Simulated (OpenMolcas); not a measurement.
# A workflow on BGeH3Cl2 (SMILES Cl[B](Cl)[GeH3])

Wanted: a series of 9 runs (UHF/cc-pVDZ, CASSCF(2,2)/cc-pVDZ, CASPT2(2,2)/cc-pVDZ, CASPT2[IPEA 0](2,2)/cc-pVDZ, SC-NEVPT2(2,2)/cc-pVDZ, PC-NEVPT2(2,2)/cc-pVDZ, MC-PDFT[tPBE](2,2)/cc-pVDZ, MC-PDFT[ftPBE](2,2)/cc-pVDZ, and more) of BGeH3Cl2. 

Program for the calculation: OpenMolcas 26.06.

**1. The molecule**

BGeH3Cl2: 7 atoms, total charge 0, spin state singlet. As SMILES, `Cl[B](Cl)[GeH3]`. The B2–Cl3 distance was set to 3.138 Å, away from the relaxed value. At this shape a bond of the SMILES string is far longer than usual.

Bond lengths: Cl1–B2 1.741 Å, B2–Ge4 2.068 Å, Ge4–H5 1.538 Å, Ge4–H6 1.538 Å, Ge4–H7 1.535 Å. Angles: Cl1–B2–Ge4 121.7°, B2–Ge4–H5 109.4°, B2–Ge4–H6 109.3°, B2–Ge4–H7 111.8°, H5–Ge4–H6 107.9°, H5–Ge4–H7 109.2°, H6–Ge4–H7 109.2°. A long bond or contact: B2–Cl3 3.138 Å.

**2. A single-point energy at UHF/cc-pVDZ (run 1)**

Input file step1.inp:

```
&GATEWAY
 BasLib=$CurrDir
 Coord
 7
 angstrom
 Cl       2.780570      -0.492253       1.134138
 B        1.237470      -0.085953       0.436938
 Cl      -1.082400      -2.191800       0.604700
 Ge       0.907970       1.734447      -0.486762
 H        0.474870       1.496547      -1.942862
 H       -0.235030       2.470247       0.232138
 H        2.164370       2.616447      -0.471262
 Basis=cc-pVDZ
 Group=NoSym

&SEWARD

&SCF
 UHF
 Scramble=0.25
 PrOrbitals=1 2
```

The basis set cc-pVDZ is read from a file made from the Basis Set Exchange's data (not shown).

Launch:

```
$ export MOLCAS_MEM=1860
$ pymolcas step1.inp > step1.log
```

The program printed:

```text
--- Start Module: gateway ---
[...]
--- Stop Module: gateway /rc=_RC_ALL_IS_WELL_ ---
--- Start Module: seward ---
[...]
      Basis functions           92
--- Stop Module: seward /rc=_RC_ALL_IS_WELL_ ---
[...]
--- Start Module: scf ---
[...]
       Convergence after  29 Iterations
[...]
::    Total SCF energy                              -3020.7130872948
[...]
      Total spin, S                                     0.5377808487
[...]
      Total electronic charge=   74.000000
      Total            charge=   -0.000000
[...]
      Dipole Moment (debye):
      Origin of the operator (angstrom)=    0.9028    0.2536    0.1738
                   X=  9.0416E-01               Y=  1.5004E+00               Z= -3.7053E-01           Total=  1.7905E+00
      Quadrupole Moment (debye*angstrom):
[...]
--- Stop Module: scf /rc=_RC_ALL_IS_WELL_ ---
[...]
```

Wall time 10 s (1 thread of Intel Xeon 6975P-C (Granite Rapids), shared host); peak memory 0.51 GiB.

**3. A single-point energy at CASSCF(2,2)/cc-pVDZ (run 2)**

Input file step2.input:

```
* BCl2GeH3 CASSCF

&GATEWAY
  BASLIB
  $CurrDir
  COORD
  7
  angstrom
  Cl       2.780570      -0.492253       1.134138
  B        1.237470      -0.085953       0.436938
  Cl      -1.082400      -2.191800       0.604700
  Ge       0.907970       1.734447      -0.486762
  H        0.474870       1.496547      -1.942862
  H       -0.235030       2.470247       0.232138
  H        2.164370       2.616447      -0.471262
  BASIS
  cc-pVDZ
  GROUP
  NoSym

&SEWARD

&RASSCF
  FILEORB
  $CurrDir/step1.UnaOrb
  SPIN
  1
  NACTEL
  2 0 0
  INACTIVE
  36
  RAS2
  2
  ORBLISTING
  Nothing
  ORBAPPEAR
  Compact
```

The basis set cc-pVDZ is read from a file made from the Basis Set Exchange's data (not shown).

Launch:

```
$ export MOLCAS_MEM=1860
$ pymolcas step2.input > step2.log
```

The program printed:

```text
--- Start Module: gateway ---
[...]
--- Stop Module: gateway /rc=_RC_ALL_IS_WELL_ ---
--- Start Module: seward ---
[...]
      Basis functions           92
--- Stop Module: seward /rc=_RC_ALL_IS_WELL_ ---
[...]
--- Start Module: rasscf ---
[...]
      Number of active orbitals                  2
[...]
      Spin quantum number                      0.0
[...]
      Active orbitals                            2
[...]
      Number of CSFs                             3
[...]
      Number of root(s) required                 1
[...]
      Convergence after 15 iterations
[...]
      printout of CI-coefficients larger than  0.05 for root  1
      energy=   -3020.725333
      conf/sym  11     Coeff  Weight
             1  20  -0.93085 0.86649
             3  02   0.36539 0.13351
      Natural orbitals and occupation numbers for root  1
      sym 1:   1.732978   0.267022
      ************************************************************************************************************************
      *                                                    Final results                                                     *
[...]
::    RASSCF root number  1 Total energy:  -3020.72533337
[...]
      Total electronic charge=   74.000000
      Total            charge=   -0.000000
[...]
      Dipole Moment (debye):
      Origin of the operator (angstrom)=    0.9028    0.2536    0.1738
                   X=  2.0446E+00               Y=  2.6276E+00               Z= -4.9408E-01           Total=  3.3658E+00
      Quadrupole Moment (debye*angstrom):
[...]
--- Stop Module: rasscf /rc=_RC_ALL_IS_WELL_ ---
[...]
```

Wall time 7.8 s (1 thread of Intel Xeon 6975P-C (Granite Rapids), shared host); peak memory 0.51 GiB.

Runs 3 to 7 aren't shown in full; the table further down has their settings and results.

**4. A single-point energy at MC-PDFT[ftPBE](2,2)/cc-pVDZ (run 8)**

Input file step8.input:

```
&gateway
baslib = $CurrDir
coord
7
angstrom
Cl       2.780570      -0.492253       1.134138
B        1.237470      -0.085953       0.436938
Cl      -1.082400      -2.191800       0.604700
Ge       0.907970       1.734447      -0.486762
H        0.474870       1.496547      -1.942862
H       -0.235030       2.470247       0.232138
H        2.164370       2.616447      -0.471262
basis = cc-pVDZ
group = NoSym
&seward
&rasscf
fileorb = $CurrDir/step2.RasOrb
spin = 1
nactel = 2 0 0
inactive = 36
ras2 = 2
orblisting = Nothing
orbappear = Compact
&mcpdft
ksdft = FT:PBE
```

The basis set cc-pVDZ is read from a file made from the Basis Set Exchange's data (not shown).

Launch:

```
$ export MOLCAS_MEM=1860
$ pymolcas step8.input > step8.log
```

The program printed:

```text
--- Start Module: gateway ---
[...]
--- Stop Module: gateway /rc=_RC_ALL_IS_WELL_ ---
[...]
      Basis functions           92
[...]
--- Start Module: rasscf ---
[...]
      Number of active orbitals                  2
[...]
      Spin quantum number                      0.0
[...]
      Active orbitals                            2
[...]
      Number of CSFs                             3
[...]
      Number of root(s) required                 1
[...]
      Convergence after  4 iterations
[...]
      printout of CI-coefficients larger than  0.05 for root  1
      energy=   -3020.725333
      conf/sym  11     Coeff  Weight
             1  20  -0.93085 0.86648
             3  02   0.36540 0.13352
      Natural orbitals and occupation numbers for root  1
      sym 1:   1.732970   0.267030
      ************************************************************************************************************************
      *                                                    Final results                                                     *
[...]
::    RASSCF root number  1 Total energy:  -3020.72533337
[...]
      Total electronic charge=   74.000000
      Total            charge=   -0.000000
[...]
      Dipole Moment (debye):
      Origin of the operator (angstrom)=    0.9028    0.2536    0.1738
                   X=  2.0444E+00               Y=  2.6276E+00               Z= -4.9412E-01           Total=  3.3657E+00
      Quadrupole Moment (debye*angstrom):
[...]
--- Stop Module: rasscf /rc=_RC_ALL_IS_WELL_ ---
[...]
--- Start Module: mcpdft ---
[...]
::    MCPDFT root number  1 Total energy:  -3023.63645354
--- Stop Module: mcpdft /rc=_RC_ALL_IS_WELL_ ---
[...]
```

Wall time 5.7 s (1 thread of Intel Xeon 6975P-C (Granite Rapids), shared host); peak memory 0.51 GiB.

**5. A single-point energy at MRCI(2,2)/cc-pVDZ (run 9)**

Input file step9.input:

```
&GATEWAY
BasLib
$CurrDir
Coord
7
angstrom
Cl       2.780570      -0.492253       1.134138
B        1.237470      -0.085953       0.436938
Cl      -1.082400      -2.191800       0.604700
Ge       0.907970       1.734447      -0.486762
H        0.474870       1.496547      -1.942862
H       -0.235030       2.470247       0.232138
H        2.164370       2.616447      -0.471262
Basis
cc-pVDZ
Group
NoSym
&SEWARD
&RASSCF
FileOrb
$CurrDir/step2.RasOrb
Spin
1
Nactel
2 0 0
Inactive
36
Ras2
2
OrbListing
Nothing
OrbAppear
Compact
&MOTRA
LumOrb
Frozen
20
&GUGA
Electrons
34
Spin
1
Inactive
16
Active
2
CIAll
1
&MRCI
SDCI
```

The basis set cc-pVDZ is read from a file made from the Basis Set Exchange's data (not shown).

Launch:

```
$ export MOLCAS_MEM=1860
$ pymolcas step9.input > step9.log
```

The program printed:

```text
--- Start Module: gateway ---
[...]
--- Stop Module: gateway /rc=_RC_ALL_IS_WELL_ ---
[...]
      Basis functions           92
[...]
      Number of active orbitals                  2
[...]
      Spin quantum number                      0.0
[...]
      Active orbitals                            2
[...]
      Number of CSFs                             3
[...]
      Number of root(s) required                 1
[...]
      Convergence after  4 iterations
[...]
      printout of CI-coefficients larger than  0.05 for root  1
      energy=   -3020.725333
      conf/sym  11     Coeff  Weight
             1  20  -0.93085 0.86648
             3  02   0.36540 0.13352
      Natural orbitals and occupation numbers for root  1
      sym 1:   1.732970   0.267030
      ************************************************************************************************************************
      *                                                    Final results                                                     *
[...]
::    RASSCF root number  1 Total energy:  -3020.72533337
[...]
      Dipole Moment (debye):
      Origin of the operator (angstrom)=    0.9028    0.2536    0.1738
                   X=  2.0444E+00               Y=  2.6276E+00               Z= -4.9412E-01           Total=  3.3657E+00
      Quadrupole Moment (debye*angstrom):
[...]
--- Start Module: guga ---
[...]
--- Stop Module: guga /rc=_RC_ALL_IS_WELL_ ---
[...]
       (But an ACPF correction will be computed)
       USE THE DEFAULT ACPF G-VALUE GFAC=   5.8823529411764705E-002
[...]
                      CI ENERGY: -3021.15074988
[...]
                ACPF CORRECTION:    -0.06745811
[...]
      Total electronic charge=   74.000000
      Total            charge=    0.000000
[...]
     ACPF CORRECTION:     -0.06745811
[...]
  CI State   1     Total energy:  -3021.15074988     QDav:     -0.07239169     QACPF:     -0.06745811
[...]
```

Run time: 44 s. Hardware: 1 thread of Intel Xeon 6975P-C (Granite Rapids), shared host; peak memory 0.51 GiB.

**6. Overview of the runs**

```csv
run,level,scramble,active rule,energy (Eh),dipole moment (D) of the reference,wall time
1,UHF/cc-pVDZ,0.25,–,-3020.713087,1.79,10 s
2,"CASSCF(2,2)/cc-pVDZ",–,uhf natural orbitals,-3020.725333,3.37,7.8 s
3,"CASPT2(2,2)/cc-pVDZ",–,uhf natural orbitals,-3021.169120,3.37,6 s
4,"CASPT2[IPEA 0](2,2)/cc-pVDZ",–,uhf natural orbitals,-3021.172727,3.37,6 s
5,"SC-NEVPT2(2,2)/cc-pVDZ",–,uhf natural orbitals,-3021.167171,3.37,5.7 s
6,"PC-NEVPT2(2,2)/cc-pVDZ",–,uhf natural orbitals,-3021.167327,3.37,5.7 s
7,"MC-PDFT[tPBE](2,2)/cc-pVDZ",–,uhf natural orbitals,-3023.176037,3.37,5.7 s
8,"MC-PDFT[ftPBE](2,2)/cc-pVDZ",–,uhf natural orbitals,-3023.636454,3.37,5.7 s
9,"MRCI(2,2)/cc-pVDZ",–,uhf natural orbitals,-3021.150750,3.37,44 s
```

**7. Outcome**

| quantity | value |
| --- | --- |
| run 9, MRCI(2,2)/cc-pVDZ: total energy | -3021.15075 Eh |
| run 9, MRCI(2,2)/cc-pVDZ: dipole moment (CASSCF density) | 3.37 D |

Below the UHF energy at the same shape and in the same basis (cc-pVDZ): CASSCF(2,2) -12.2 mEh; CASPT2(2,2) -456.0 mEh; CASPT2[IPEA 0](2,2) -459.6 mEh; SC-NEVPT2(2,2) -454.1 mEh; PC-NEVPT2(2,2) -454.2 mEh; MRCI(2,2) -437.7 mEh. Active-space methods hold only the correlation inside their space unless a perturbation or CI step follows. Spin contamination of the reference: run 1 ⟨S²⟩ = 0.83. Where it is this large, the reference is a mixture of spin states, and values that rest on it are in doubt. All runs together took 97 s, the longest 44 s.
